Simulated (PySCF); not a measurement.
# C3H10ClFSi2: the cost of one run

Programs: PySCF 2.14.0, with density-fitted response routines of our own. Each step states its level of theory. These are calculated values for one molecule in the gas phase, unless marked as measured. Atoms are numbered from 0 throughout.

### Step 1. The molecule as given

17 atoms, charge 0, multiplicity 1; geometry from: GFN2-xTB.

Bonds of the start (Å): F0–C1 1.37, C1–Cl2 1.78, C1–Si3 1.93, Si3–C4 1.89, C4–C5 1.53, C5–Si6 1.90, C1–H7 1.09, Si3–H8 1.47, Si3–H9 1.46, C4–H10 1.10, C4–H11 1.09, C5–H12 1.09, C5–H13 1.09, Si6–H14 1.46, Si6–H15 1.46, Si6–H16 1.46.

### Step 2. Excited states and response: B3LYP/def2-SVPD

The job: settings as JSON, then the geometry in Å.

```
{"job": {"kind": "uv", "xc": "B3LYP", "basis": "def2-SVPD", "nstates": 8, "ntriplets": 3}, "charge": 0, "multiplicity": 1}
F      3.270513    -0.062974     1.088518
C      2.675491     0.940404     0.377162
Cl     3.075873     0.710582    -1.344743
Si     0.753759     0.899105     0.592959
C      0.195035    -0.821213     0.030789
C     -1.285287    -1.129844     0.266790
Si    -2.488349    -0.147065    -0.830401
H      3.160267     1.867744     0.689729
H      0.516948     1.129911     2.022490
H      0.262853     2.010367    -0.220707
H      0.802140    -1.563087     0.561827
H      0.422567    -0.950077    -1.030625
H     -1.448487    -2.196159     0.088170
H     -1.524929    -0.959885     1.318215
H     -2.106936    -0.312800    -2.234066
H     -3.839398    -0.672904    -0.621835
H     -2.449054     1.269926    -0.465258
```

Level: TDDFT B3LYP/def2-SVPD, vertical, gas phase, core orbitals frozen in the response.

Run with:

```bash
OMP_NUM_THREADS=1 python probes_run.py task.json out
```

The driver reads the jobs from task.json and runs them one after another.

Q: Estimate the wall time and peak memory of this job on 1 thread of Arm Neoverse N1, shared host.

About 99 s, with a peak of 0.95 GiB.
